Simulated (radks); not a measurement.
**The first electron to leave P⁹⁺**

P⁹⁺ stands in [He] 2s2 2p2. From which sub-shell is an electron easiest to take? Each removal is a run of its own. The parent's configuration is the lowest that an earlier search found at this level.

The numbers are computed with radks (a radial shooting solver on a logarithmic mesh, Libxc functionals) version 1 (scalar-relativistic Kohn-Sham, LDA (Slater exchange, Perdew-Wang correlation), spin-polarised, spherical densities, finite nucleus; open shells are filled with parallel spins first), except any that are marked as measured or tabulated.

1 further run of the same task is left out (set aside as unsound or not needed).

## (1) The atom as given

```
element            : phosphorus (Z = 15)
charge             : +9
electrons          : 6
configuration      : [He] 2s2 2p2
nuclear rms radius : 3.1889 fm
```

The outer shells:

P⁹⁺
```
[He] core
2s [↑↓]
2p [↑ ][↑ ][  ]
```

## (2) The parent, P⁹⁺

The parent was computed earlier with the same settings: E = -291.433340 hartree. Its outer levels (eV):

```tsv
level	occupation	energy (eV)
1s up	1	-2413.9
1s down	1	-2407.7
2s up	1	-436.40
2s down	1	-425.68
2p up	2	-399.07
2p down	0	-386.50
```

## (3) Remove 2p: [He] 2s2 2p1

The run's settings:

```text
Z 15
configuration [He] 2s2 2p1
relativity scalar-relativistic
functional lda,pw
spin polarised
nucleus finite rms 3.1889 fm
c 137.035999084
```

## (4) Remove 2s: [He] 2s1 2p2

Input: that of step 3 with these lines changed.

```diff
@@ -1,3 +1,3 @@
 Z 15
-configuration [He] 2s2 2p1
+configuration [He] 2s1 2p2
 relativity scalar-relativistic
```

## (5) Remove 1s: 1s1 2s2 2p2

Input: that of step 4 with these lines changed.

```diff
@@ -1,3 +1,3 @@
 Z 15
-configuration [He] 2s1 2p2
+configuration 1s1 2s2 2p2
 relativity scalar-relativistic
```

Q: Predict the outcome of this session. Wanted: for each run, case; final configuration; Δ-SCF; −ε of the level emptied.

As calculated:

```tsv
case	final configuration	Δ-SCF (eV)	−ε of the level emptied (eV)
remove 2p	[He] 2s2 2p1	425.49	399.07
remove 2s	[He] 2s1 2p2	445.40	425.68
remove 1s	1s1 2s2 2p2	2489.8	2407.7
```

What this shows: The 2p electron leaves first, at 425.49 eV; the next cheapest, 2s, costs 445.40 eV. 2p is also the highest occupied level of the parent. NIST lists 424.4 eV (semi-empirical), between the same two configurations. Open shells are spherical and high-spin; term and fine-structure splittings are not resolved.
